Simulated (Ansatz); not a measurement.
# Ge: the cost of one run

Computed with Ansatz 0.2.0 (DFT r2SCAN, scalar-relativistic, plane waves, PAW, unless a step's input says otherwise).

### 1 The system as given

The structure is orthorhombic, space group Cmmm (No. 65). The conventional cell has a = 2.794 Å, b = 5.201 Å, c = 2.698 Å, α = 90.00°, β = 90.00°, γ = 90.00°. Ge (site symmetry mmm) has 8 Ge at 2.70 to 2.95 Å in its first shell of neighbours.

As a file:

```
CELL_PARAMETERS angstrom
1.39715 -2.60052 0.00000
1.39715 2.60052 0.00000
0.00000 0.00000 2.69823
ATOMIC_POSITIONS crystal
Ge 0.50000 0.50000 0.00000
```

It goes back to an entry of the Materials Project, which need not be the stable form.

The cell is taken as given, not relaxed at this level.

### 2 The reference cell

The reference gives a free energy of -4302.5083 eV, pressure -3.10 GPa, largest force 0.000 eV/Å and gap on the mesh none (metal). It was computed beforehand with the settings of the runs below.

### 3 Next: biaxial against axial strain

The cell is strained by p along both x and y and by q along z, with fractional coordinates fixed.

### 4 At p = -0.030, q = -0.030

File input.yaml:

```yaml
crystal:
  lattice:
    - [1.35523453, -2.52250052, 0.0]
    - [1.35523453, 2.52250052, 0.0]
    - [0.0, 0.0, 2.61728407]
  atoms:
    - { symbol: Ge, position: [0.5, 0.5, 0.0] }
basis:
  ecutwfc: 500
kpoints:
  mp_grid: { grid: [20, 20, 18] }
hamiltonian:
  xc: r2scan
scf:
  occupations: { method: gaussian, width: 0.15 }
output:
  forces: true
  stress: true
  eigenvalues: true
```

On the command line:

```sh
ansatz run input.yaml --threads 1 --pin off --max-ram 2560MiB --backend cpu --events-out ev --progress --plain --runs-dir out
```

**Question.** How long does this run take on 1 thread of Intel Xeon 6975P-C (Granite Rapids), shared host, and how much memory does it need?

About 11 s, with a peak of 0.63 GiB.
